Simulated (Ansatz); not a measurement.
# TiAl: a relaxation

Aim: a sound relaxation of TiAl. The structure is shown as the input types it.

Method: DFT, r2SCAN, PAW with Ansatz's default frozen-core files, scalar-relativistic; relaxation of cell and atoms, in Ansatz 0.2.0.

## (1) The starting structure

The structure is tetragonal, space group P4/mmm (No. 123). The conventional cell has a = 2.837 Å, b = 2.837 Å, c = 4.059 Å, α = 90.00°, β = 90.00°, γ = 90.00°. Around Ti (site symmetry 4/mmm) lie 4 Ti at 2.84 Å and 8 Al at 2.85 Å. Al (site symmetry 4/mmm) is surrounded by 4 Al at 2.84 Å and 8 Ti at 2.85 Å.

As a file:

```cif
data_structure
_symmetry_space_group_name_H-M 'P4/mmm'
_symmetry_Int_Tables_number 123
_cell_length_a 2.8373
_cell_length_b 2.8373
_cell_length_c 4.0591
_cell_angle_alpha 90.000
_cell_angle_beta 90.000
_cell_angle_gamma 90.000
_cell_volume 32.68
loop_
_atom_site_label
_atom_site_type_symbol
_atom_site_symmetry_multiplicity
_atom_site_Wyckoff_symbol
_atom_site_fract_x
_atom_site_fract_y
_atom_site_fract_z
_atom_site_occupancy
Ti1 Ti 1 a 0.00000 0.00000 0.00000 1
Al1 Al 1 d 0.50000 0.50000 0.50000 1
```

## (2) The run

The input, input.yaml:

```yaml
crystal:
  lattice:
    - [2.8373, 0.0, 0.0]
    - [0.0, 2.8373, 0.0]
    - [0.0, 0.0, 4.0591]
  atoms:
    - { symbol: Ti, position: [0.0, 0.0, 0.0] }
    - { symbol: Al, position: [0.5, 0.5, 0.5] }
kpoints:
  mp_grid: { grid: [12, 12, 10] }
scf:
  occupations: { method: fermi_dirac, width: 0.1 }
  max_iter: 50
hamiltonian:
  xc: r2scan
  pseudopotentials: { kind: paw }
relax:
  f_tol: 0.002
  max_steps: 80
  cell: {}
  max_displacement: 2.0
output:
  forces: true
  stress: true
```

Run with:

```
> ansatz run input.yaml --threads 1 --pin off --max-ram 3072MiB --backend cpu --events-out ev --progress --plain --runs-dir out
```

The program printed:

```text
Engine: ansatz 0.2.0
Pseudopotentials: kind: paw
Pseudopotential: Ti, paw, valence charge 12, recommended cutoff 500 eV (meta_gga), Ti.paw.azcp
Pseudopotential: Al, paw, valence charge 3, recommended cutoff 500 eV (meta_gga), Al.paw.azcp
Functional definition: r2SCAN
  parameter k0 = 0.174
  parameter k1 = 0.065
  parameter a1 = 4.9479
  exchange = r2scan_x(k0 = k0, k1 = k1, a1 = a1)
  correlation = r2scan_c
Crystal: 2 atoms, lattice volume = 32.677 Å³
Basis set: ecut = 500 eV, 831 PW (Γ), exchange–correlation on 96×96×120 points (64 copies of the dense FFT grid, shifted against one another)
Bands: 12, of which v1, the nominal top of the filled ones, is band 8 counted from 1 (7 counted from 0)
Symmetry: 16 space group operations
Space group: P4/mmm (ITA 123), of the structure as read, at distance tolerance 3.2e-5 Å
k-points: 168 of 1440
Non-local potential: Ti, projectors of the file, l = 0: 3, l = 1: 2, l = 2: 3, l = 3: 1
Non-local potential: Al, projectors of the file, l = 0: 2, l = 1: 2, l = 2: 1
PAW form: soft (Blöchl's): semilocal exchange-correlation on the pseudo side does not see the compensation charge
PAW frozen core: Ti, regenerated for the run's functional (the file was generated under x = pbe(κ = 0.804, μ = 0.2195149727645171), c = pbe(β = 0.06672455060314922))
PAW frozen core: Al, regenerated for the run's functional (the file was generated under x = pbe(κ = 0.804, μ = 0.2195149727645171), c = pbe(β = 0.06672455060314922))
PAW one-centre angular grid: Ti, 590 points (default); XC on 160 Gauss nodes
PAW one-centre angular grid: Al, 302 points (default); XC on 160 Gauss nodes
Initial density: superposition of atomic densities (neutral atoms: chi_scale 0, normalization atom), corrected by the library's trained network
Initial wavefunctions: pseudopotential atomic-orbital guess
Functional: x = r2scan, c = r2scan; τ floored in thin density (d = 2e-4 eV/Å³)
SCF iter   1: F=—  HF=-3045.680074 eV  |F-HF|=—  |Δ(HF+E_count)|=         —  Δρ=1.16e-2  dr2=4.05e-2  dr2_τ=1.78e-2  ethr=1.77e-3  ⟨swp⟩=4.9  Hψ=10257  notcnv=0
preconditioner: auto → none  [metal: Δε(μ)=0.040 eV  Ē_g=5.721 eV  σ=0.100 eV  W_gap=0.10  n_scr=6 (ndim 8)  ℏωp=17.2 eV  f_vac=0.000  D(μ)=1.54/eV (n_scr^D=14)  sad-step TF]
SCF iter   2: F=—  HF=-3045.708230 eV  |F-HF|=—  |Δ(HF+E_count)|=   2.82e-2  Δρ=3.67e-3  dr2=2.91e-3  dr2_τ=6.50e-4  ethr=2.70e-4  ⟨swp⟩=2.7  Hψ=5122  notcnv=0
SCF iter   3: F=—  HF=-3045.708617 eV  |F-HF|=—  |Δ(HF+E_count)|=   3.87e-4  Δρ=1.76e-3  dr2=7.08e-4  dr2_τ=4.35e-5  ethr=1.94e-5  ⟨swp⟩=2.3  Hψ=2589  notcnv=0
SCF iter   4: F=—  HF=-3045.708919 eV  |F-HF|=—  |Δ(HF+E_count)|=   3.02e-4  Δρ=7.70e-4  dr2=2.24e-4  dr2_τ=1.63e-5  ethr=4.72e-6  ⟨swp⟩=2.8  Hψ=3173  notcnv=0
SCF iter   5: F=—  HF=-3045.708914 eV  |F-HF|=—  |Δ(HF+E_count)|=   5.31e-6  Δρ=1.38e-4  dr2=2.20e-6  dr2_τ=2.80e-7  ethr=1.50e-6  ⟨swp⟩=2.2  Hψ=2453  notcnv=0
SCF iter   6: F=—  HF=-3045.708922 eV  |F-HF|=—  |Δ(HF+E_count)|=   8.53e-6  Δρ=1.32e-5  dr2=3.84e-8  dr2_τ=8.15e-10  ethr=6.67e-10  ⟨swp⟩=2.7  Hψ=7613  notcnv=0
SCF iter   7: F=-3045.708922 eV  HF=-3045.708922 eV  |F-HF|=4.42e-10  |Δ(HF+E_count)|=   8.52e-9  Δρ=2.86e-6  dr2=2.00e-9  dr2_τ=4.84e-11  ethr=2.56e-10  ⟨swp⟩=2.0  Hψ=6052  notcnv=0
SCF 1 converged in 7 iterations: F = -3045.708922 eV  dr2 = 2.00e-9
relax step   1: F+E_penalty+E_count = -3045.70892249 eV  Δ(F+E_penalty+E_count) = +0.000e0 eV  max|allowed force component| = 2.065e-31 eV/Å  Δτ_max = 0.0000 Å  P = -1.994 GPa  Ω = 32.677 Å³  (7 SCF iters, dr2 threshold 1.00e-7 eV, accepted)
Crystal: 2 atoms, lattice volume = 31.728 Å³
Basis set: ecut = 500 eV, 807 PW (Γ), exchange–correlation on 96×96×120 points (64 copies of the dense FFT grid, shifted against one another)
Initial density: handed on by an earlier stage of this run
Initial wavefunctions: those handed on with the density
iter 1 solved again at ethr=4.55e-6 eV; its pass at ethr=3.10e-3 eV (dr2=6.82e-4 eV) is discarded
SCF iter   1: F=—  HF=-3045.698035 eV  |F-HF|=—  |Δ(HF+E_count)|=         —  Δρ=1.19e-3  dr2=7.36e-4  dr2_τ=6.94e-3  ethr=4.55e-6  ⟨swp⟩=2.0  Hψ=13005  notcnv=0
preconditioner: auto → none  [metal: Δε(μ)=0.044 eV  Ē_g=5.782 eV  σ=0.100 eV  W_gap=0.11  n_scr=6 (ndim 8)  ℏωp=17.4 eV  f_vac=0.000  D(μ)=1.52/eV (n_scr^D=14)]
SCF iter   2: F=—  HF=-3045.711101 eV  |F-HF|=—  |Δ(HF+E_count)|=   1.31e-2  Δρ=6.94e-4  dr2=2.51e-4  dr2_τ=1.14e-5  ethr=4.55e-6  ⟨swp⟩=2.0  Hψ=3329  notcnv=0
SCF iter   3: F=—  HF=-3045.711084 eV  |F-HF|=—  |Δ(HF+E_count)|=   1.66e-5  Δρ=5.93e-4  dr2=1.25e-4  dr2_τ=8.85e-6  ethr=1.67e-6  ⟨swp⟩=2.1  Hψ=2651  notcnv=0
SCF iter   4: F=—  HF=-3045.711066 eV  |F-HF|=—  |Δ(HF+E_count)|=   1.81e-5  Δρ=1.75e-4  dr2=7.09e-6  dr2_τ=1.36e-6  ethr=8.33e-7  ⟨swp⟩=2.1  Hψ=2417  notcnv=0
SCF iter   5: F=—  HF=-3045.711069 eV  |F-HF|=—  |Δ(HF+E_count)|=   2.96e-6  Δρ=6.32e-5  dr2=1.59e-6  dr2_τ=9.25e-8  ethr=4.73e-8  ⟨swp⟩=2.0  Hψ=3019  notcnv=0
SCF iter   6: F=-3045.711069 eV  HF=-3045.711069 eV  |F-HF|=7.44e-8  |Δ(HF+E_count)|=   2.02e-7  Δρ=1.51e-5  dr2=1.39e-7  dr2_τ=2.94e-9  ethr=1.33e-9  ⟨swp⟩=2.2  Hψ=6620  notcnv=0
SCF 2 converged in 6 iterations: F = -3045.711069 eV  dr2 = 1.39e-7
relax step   2: F+E_penalty+E_count = -3045.71106900 eV  Δ(F+E_penalty+E_count) = -2.147e-3 eV  max|allowed force component| = 1.972e-31 eV/Å  Δτ_max = 0.0000 Å  P = +1.545 GPa  Ω = 31.728 Å³  energy of the carried Pulay correction = +3.041e-4 eV  (6 SCF iters, dr2 threshold 2.00e-7 eV, accepted)
Crystal: 2 atoms, lattice volume = 32.132 Å³
iter 1 solved again at ethr=8.21e-7 eV; its pass at ethr=3.10e-3 eV (dr2=1.23e-4 eV) is discarded
SCF iter   1: F=—  HF=-3045.710589 eV  |F-HF|=—  |Δ(HF+E_count)|=         —  Δρ=4.86e-4  dr2=1.29e-4  dr2_τ=1.28e-3  ethr=8.21e-7  ⟨swp⟩=2.0  Hψ=12834  notcnv=0
preconditioner: auto → none  [metal: Δε(μ)=0.052 eV  Ē_g=5.712 eV  σ=0.100 eV  W_gap=0.13  n_scr=6 (ndim 8)  ℏωp=17.3 eV  f_vac=0.000  D(μ)=1.55/eV (n_scr^D=14)]
SCF iter   2: F=—  HF=-3045.712841 eV  |F-HF|=—  |Δ(HF+E_count)|=   2.25e-3  Δρ=3.12e-4  dr2=5.56e-5  dr2_τ=1.95e-6  ethr=8.21e-7  ⟨swp⟩=2.0  Hψ=3332  notcnv=0
SCF iter   3: F=—  HF=-3045.712835 eV  |F-HF|=—  |Δ(HF+E_count)|=   6.32e-6  Δρ=2.49e-4  dr2=2.08e-5  dr2_τ=1.54e-6  ethr=3.70e-7  ⟨swp⟩=2.2  Hψ=2591  notcnv=0
SCF iter   4: F=—  HF=-3045.712832 eV  |F-HF|=—  |Δ(HF+E_count)|=   3.02e-6  Δρ=7.28e-5  dr2=1.07e-6  dr2_τ=2.48e-7  ethr=1.38e-7  ⟨swp⟩=2.2  Hψ=2585  notcnv=0
SCF iter   5: F=—  HF=-3045.712833 eV  |F-HF|=—  |Δ(HF+E_count)|=   5.55e-7  Δρ=2.46e-5  dr2=2.25e-7  dr2_τ=1.52e-8  ethr=7.11e-9  ⟨swp⟩=2.3  Hψ=3098  notcnv=0
SCF iter   6: F=-3045.712833 eV  HF=-3045.712833 eV  |F-HF|=1.39e-8  |Δ(HF+E_count)|=   4.27e-8  Δρ=6.22e-6  dr2=2.62e-8  dr2_τ=4.82e-10  ethr=1.33e-9  ⟨swp⟩=4.0  Hψ=5609  notcnv=0
SCF 3 converged in 6 iterations: F = -3045.712833 eV  dr2 = 2.62e-8
relax step   3: F+E_penalty+E_count = -3045.71283258 eV  Δ(F+E_penalty+E_count) = -1.764e-3 eV  max|allowed force component| = 6.903e-31 eV/Å  Δτ_max = 0.0000 Å  P = -0.024 GPa  Ω = 32.132 Å³  energy of the carried Pulay correction = +1.722e-4 eV  (6 SCF iters, dr2 threshold 2.00e-7 eV, accepted)
Crystal: 2 atoms, lattice volume = 32.126 Å³
iter 1 solved again at ethr=2.08e-9 eV; its pass at ethr=3.10e-3 eV (dr2=3.13e-7 eV) is discarded
SCF iter   1: F=—  HF=-3045.712836 eV  |F-HF|=—  |Δ(HF+E_count)|=         —  Δρ=3.77e-5  dr2=4.15e-7  dr2_τ=2.83e-6  ethr=2.08e-9  ⟨swp⟩=2.3  Hψ=12620  notcnv=0
preconditioner: auto → none  [metal: Δε(μ)=0.047 eV  Ē_g=5.717 eV  σ=0.100 eV  W_gap=0.12  n_scr=6 (ndim 8)  ℏωp=17.3 eV  f_vac=0.000  D(μ)=1.54/eV (n_scr^D=14)]
SCF iter   2: F=—  HF=-3045.712841 eV  |F-HF|=—  |Δ(HF+E_count)|=   4.05e-6  Δρ=1.61e-5  dr2=8.82e-8  dr2_τ=6.17e-9  ethr=2.08e-9  ⟨swp⟩=2.0  Hψ=3336  notcnv=0
SCF iter   3: F=—  HF=-3045.712841 eV  |F-HF|=—  |Δ(HF+E_count)|=   1.98e-9  Δρ=1.07e-5  dr2=2.68e-8  dr2_τ=1.61e-9  ethr=5.88e-10  ⟨swp⟩=2.0  Hψ=2418  notcnv=0
SCF iter   4: F=—  HF=-3045.712841 eV  |F-HF|=—  |Δ(HF+E_count)|=   8.55e-9  Δρ=7.35e-6  dr2=2.55e-8  dr2_τ=9.96e-10  ethr=1.79e-10  ⟨swp⟩=2.9  Hψ=3438  notcnv=0
SCF iter   5: F=-3045.712841 eV  HF=-3045.712841 eV  |F-HF|=3.36e-10  |Δ(HF+E_count)|=   2.13e-9  Δρ=1.11e-6  dr2=5.34e-10  dr2_τ=2.13e-11  ethr=5.35e-11  ⟨swp⟩=2.5  Hψ=6514  notcnv=0
SCF 4 converged in 5 iterations: F = -3045.712841 eV  dr2 = 5.34e-10
relax step   4: F+E_penalty+E_count = -3045.71284053 eV  Δ(F+E_penalty+E_count) = -7.949e-6 eV  max|allowed force component| = 6.903e-31 eV/Å  Δτ_max = 0.0000 Å  P = +0.000 GPa  Ω = 32.126 Å³  energy of the carried Pulay correction = +1.738e-4 eV  (5 SCF iters, dr2 threshold 8.03e-9 eV, accepted)
Initial wavefunctions: pseudopotential atomic-orbital guess (no wavefunctions were taken with the density)
iter 1 solved again at ethr=4.77e-9 eV; its pass at ethr=3.10e-3 eV (dr2=7.15e-7 eV) is discarded
SCF iter   1: F=—  HF=-3045.712673 eV  |F-HF|=—  |Δ(HF+E_count)|=         —  Δρ=3.18e-5  dr2=3.30e-8  dr2_τ=4.28e-7  ethr=4.77e-9  ⟨swp⟩=3.1  Hψ=16179  notcnv=0
preconditioner: auto → none  [metal: Δε(μ)=0.048 eV  Ē_g=5.716 eV  σ=0.100 eV  W_gap=0.12  n_scr=6 (ndim 8)  ℏωp=17.3 eV  f_vac=0.000  D(μ)=1.54/eV (n_scr^D=14)]
SCF iter   2: F=—  HF=-3045.712673 eV  |F-HF|=—  |Δ(HF+E_count)|=   1.10e-7  Δρ=1.61e-5  dr2=1.20e-8  dr2_τ=1.66e-8  ethr=2.20e-10  ⟨swp⟩=2.0  Hψ=3070  notcnv=0
SCF iter   3: F=—  HF=-3045.712673 eV  |F-HF|=—  |Δ(HF+E_count)|=   3.11e-8  Δρ=8.46e-6  dr2=3.44e-8  dr2_τ=1.01e-9  ethr=8.00e-11  ⟨swp⟩=2.0  Hψ=3148  notcnv=0  recentre
SCF iter   4: F=—  HF=-3045.712673 eV  |F-HF|=—  |Δ(HF+E_count)|=   7.08e-9  Δρ=8.25e-7  dr2=2.92e-10  dr2_τ=4.44e-11  ethr=8.00e-11  ⟨swp⟩=2.8  Hψ=3335  notcnv=0
SCF iter   5: F=—  HF=-3045.712673 eV  |F-HF|=—  |Δ(HF+E_count)|=  5.37e-11  Δρ=4.76e-7  dr2=3.31e-11  dr2_τ=1.27e-11  ethr=1.94e-12  ⟨swp⟩=2.1  Hψ=2551  notcnv=0
SCF iter   6: F=-3045.712673 eV  HF=-3045.712673 eV  |F-HF|=1.82e-12  |Δ(HF+E_count)|=  4.46e-11  Δρ=6.59e-8  dr2=1.48e-12  dr2_τ=4.91e-13  ethr=1.00e-12  ⟨swp⟩=5.0  Hψ=7178  notcnv=0
SCF 5 converged in 6 iterations: F = -3045.712673 eV  dr2 = 1.48e-12
relax step   5: F+E_penalty+E_count = -3045.71267316 eV  Δ(F+E_penalty+E_count) = +1.674e-4 eV  max|allowed force component| = 9.368e-31 eV/Å  Δτ_max = 0.0000 Å  P = -0.004 GPa  Ω = 32.126 Å³  stress off target by 1.72e-2 GPa  SCF on the basis re-selected at this cell (its energy is not comparable with the rows above)  (6 SCF iters)
basis re-selected at this cell: Δ(F+E_penalty+E_count) = +1.674e-4 eV, ΔP = -0.004 GPa vs the last step (what re-selecting the basis moved, of the pressure what is left beyond the Pulay correction that the steps carried, after the strain that the cell walked since its last selection, with what the two solves' SCF thresholds leave and, on support functions, any second-order correction that the steps lacked; it is no measure of the basis error at this ecutwfc). This SCF's stress stands 1.72e-2 GPa from its target on what of the cell is left free (relax.cell.stress_tol is 5.00e-2 GPa) and its largest allowed force component is 9.37e-31 eV/Å (relax.f_tol is 2.00e-3 eV/Å): within both
SCF converged after 6 iterations
Free energy (F): -3045.712673 eV
Harris-Foulkes:  -3045.712673 eV  (|F-HF|=1.82e-12)
Internal energy: -3045.661106 eV  (E = F + TS)
E sigma→0 (E₀):  -3045.686890 eV
Entropy (-TS):   -0.051567 eV (-25.783 meV/atom)
Fermi energy:    11.112360 eV
--- Per-component energies (eV) ---
  E_band       = -176.813089
  E_kinetic    = 297.174291
  E_local      = -1068.365654  (includes V_loc(G=0)·N_el)
  E_nonlocal   = 17.876139
  E_hartree    = 457.682949
  E_xc         = -130.306786
  E_vxc        = -164.803224  (∫ρ·V_xc dr)
  E_paw        = -1530.531795  (= ΣΔE_a)
  E_vpaw       = -184.398338  (= ΣTr[D̂ρ^β])
  E_aug_tail   = 0.000091  (compensation charges beyond the density's cutoff)
  E_vtau       = 10.337690  (kinetic-family band-sum trace: ∫τ·v_τ [+ j·A + Jᵃ·Aᵃ] dr)
  E_ewald      = -1088.876777
  E_core_change = -0.313565  (= ΣΔE_core)
  E_smearing   = -0.051567  (= −TS)
  E_closure    = 0.000000  (closes the sum)
  Σ components = -3045.712673   (vs F -3045.712673, Δ=0.00e0)
--- Forces (eV/Å), atoms counted from 1 ---
  atom   1  Ti    -0.00000000    -0.00000000     0.00000000
  atom   2  Al     0.00000000     0.00000000     0.00000000
  max |Σ_I F_I| component: 1.28e-30 eV/Å
--- Stress (GPa, compression-positive) ---
       -0.013835       0.000000       0.000000
        0.000000      -0.013835       0.000000
        0.000000       0.000000       0.017167
  P = ⅓ Tr σ = -0.0035 GPa (-0.035 kbar)
--- Relaxed structure (4 steps of the walk, 4 accepted, 1 SCFs on fresh bases) ---
  F+E_penalty+E_count = -3045.71267316 eV   max|allowed force component| = 9.368e-31 eV/Å   (the final SCF, on the basis selected at the relaxed cell)
  cell:  # Å, volume = 32.1257 Å³
    - [2.8156179630647493, -1.7626372733792808e-34, 0.0]
    - [-1.7626372733792808e-34, 2.8156179630647493, 0.0]
    - [0.0, 0.0, 4.052336812562626]
  atoms:
    - { symbol: Ti, position: [-8.484870935340093e-36, -1.4583371920115785e-36, 0.0] }
    - { symbol: Al, position: [0.49999999999999994, 0.49999999999999994, 0.4999999999999999] }
```

It took 41 s on 1 thread of Arm Neoverse V1, shared host; peak memory 0.45 GiB.

## (3) Checking the result

The run converged and reported no error. Convergence says nothing about whether the input makes sense.

The suspect setting: relax.max_displacement is 2.0. The risk: steps too long. It still converged here, which does not make the setting sound.

Run again and compare: delete relax.max_displacement (the default then holds).

## (4) A check with that setting changed

Other changes include scf.max_iter.

input.yaml: that of step 2 with these lines changed.

```diff
@@ -12,3 +12,2 @@
   occupations: { method: fermi_dirac, width: 0.1 }
-  max_iter: 50
 hamiltonian:
@@ -20,3 +19,2 @@
   cell: {}
-  max_displacement: 2.0
 output:
```

Run with:

```
> ansatz run input.yaml --threads 1 --pin off --max-ram 3072MiB --backend cpu --events-out ev --progress --plain --runs-dir out
```

Excerpt of the output:

```text
[...]
Basis set: ecut = 500 eV, 831 PW (Γ), exchange–correlation on 96×96×120 points (64 copies of the dense FFT grid, shifted against one another)
[...]
k-points: 168 of 1440
[...]
SCF iter   1: F=—  HF=-3045.680074 eV  |F-HF|=—  |Δ(HF+E_count)|=         —  Δρ=1.16e-2  dr2=4.05e-2  dr2_τ=1.78e-2  ethr=1.77e-3  ⟨swp⟩=4.9  Hψ=10257  notcnv=0
preconditioner: auto → none  [metal: Δε(μ)=0.040 eV  Ē_g=5.721 eV  σ=0.100 eV  W_gap=0.10  n_scr=6 (ndim 8)  ℏωp=17.2 eV  f_vac=0.000  D(μ)=1.54/eV (n_scr^D=14)  sad-step TF]
SCF iter   2: F=—  HF=-3045.708230 eV  |F-HF|=—  |Δ(HF+E_count)|=   2.82e-2  Δρ=3.67e-3  dr2=2.91e-3  dr2_τ=6.50e-4  ethr=2.70e-4  ⟨swp⟩=2.7  Hψ=5122  notcnv=0
[...]
relax step   1: F+E_penalty+E_count = -3045.70892249 eV  Δ(F+E_penalty+E_count) = +0.000e0 eV  max|allowed force component| = 2.065e-31 eV/Å  Δτ_max = 0.0000 Å  P = -1.994 GPa  Ω = 32.677 Å³  (7 SCF iters, dr2 threshold 1.00e-7 eV, accepted)
[...]
Basis set: ecut = 500 eV, 807 PW (Γ), exchange–correlation on 96×96×120 points (64 copies of the dense FFT grid, shifted against one another)
[...]
relax step   2: F+E_penalty+E_count = -3045.71106900 eV  Δ(F+E_penalty+E_count) = -2.147e-3 eV  max|allowed force component| = 1.972e-31 eV/Å  Δτ_max = 0.0000 Å  P = +1.545 GPa  Ω = 31.728 Å³  energy of the carried Pulay correction = +3.041e-4 eV  (6 SCF iters
[...]
relax step   3: F+E_penalty+E_count = -3045.71283258 eV  Δ(F+E_penalty+E_count) = -1.764e-3 eV  max|allowed force component| = 6.903e-31 eV/Å  Δτ_max = 0.0000 Å  P = -0.024 GPa  Ω = 32.132 Å³  energy of the carried Pulay correction = +1.722e-4 eV  (6 SCF iters
[...]
relax step   4: F+E_penalty+E_count = -3045.71284053 eV  Δ(F+E_penalty+E_count) = -7.949e-6 eV  max|allowed force component| = 6.903e-31 eV/Å  Δτ_max = 0.0000 Å  P = +0.000 GPa  Ω = 32.126 Å³  energy of the carried Pulay correction = +1.738e-4 eV  (5 SCF iters
[...]
SCF iter   5: F=—  HF=-3045.712673 eV  |F-HF|=—  |Δ(HF+E_count)|=  5.37e-11  Δρ=4.76e-7  dr2=3.31e-11  dr2_τ=1.27e-11  ethr=1.94e-12  ⟨swp⟩=2.1  Hψ=2551  notcnv=0
SCF iter   6: F=-3045.712673 eV  HF=-3045.712673 eV  |F-HF|=1.82e-12  |Δ(HF+E_count)|=  4.46e-11  Δρ=6.59e-8  dr2=1.48e-12  dr2_τ=4.91e-13  ethr=1.00e-12  ⟨swp⟩=5.0  Hψ=7178  notcnv=0
[...]
relax step   5: F+E_penalty+E_count = -3045.71267316 eV  Δ(F+E_penalty+E_count) = +1.674e-4 eV  max|allowed force component| = 9.368e-31 eV/Å  Δτ_max = 0.0000 Å  P = -0.004 GPa  Ω = 32.126 Å³  stress off target by 1.72e-2 GPa  SCF on the basis re-selected at t
[...]
SCF converged after 6 iterations
Free energy (F): -3045.712673 eV
[...]
E sigma→0 (E₀):  -3045.686890 eV
[...]
Fermi energy:    11.112360 eV
[...]
  P = ⅓ Tr σ = -0.0035 GPa (-0.035 kbar)
--- Relaxed structure (4 steps of the walk, 4 accepted, 1 SCFs on fresh bases) ---
[...]
```

It took 41 s on 1 thread of Arm Neoverse V1, shared host; peak memory 0.45 GiB.

| run | ending | energy change | pressure (GPa) | gap (eV) | force (eV/Å) | cycles | time |
| --- | --- | --- | --- | --- | --- | --- | --- |
| first try | converged | 0.0 meV/atom | 0.0 | 0.00 | 0.00 | 30 | 41 s |
| second try | converged | 0 | 0.0 | 0.00 | 0.00 | 30 | 41 s |

## (5) What came out

| quantity | value |
| --- | --- |
| first try | converged |
| setting under test | max_displacement 2.0 |
| second try | converged |
| energy (zero set by the potentials) | -3045.7127 eV |
| pressure | 0.00 GPa |
| gap on the mesh | none (metal on this mesh) |
| largest force | 0.000 eV/Å |

**Reading.** Both runs end at the same energy: the doubtful setting did not spoil the result here.
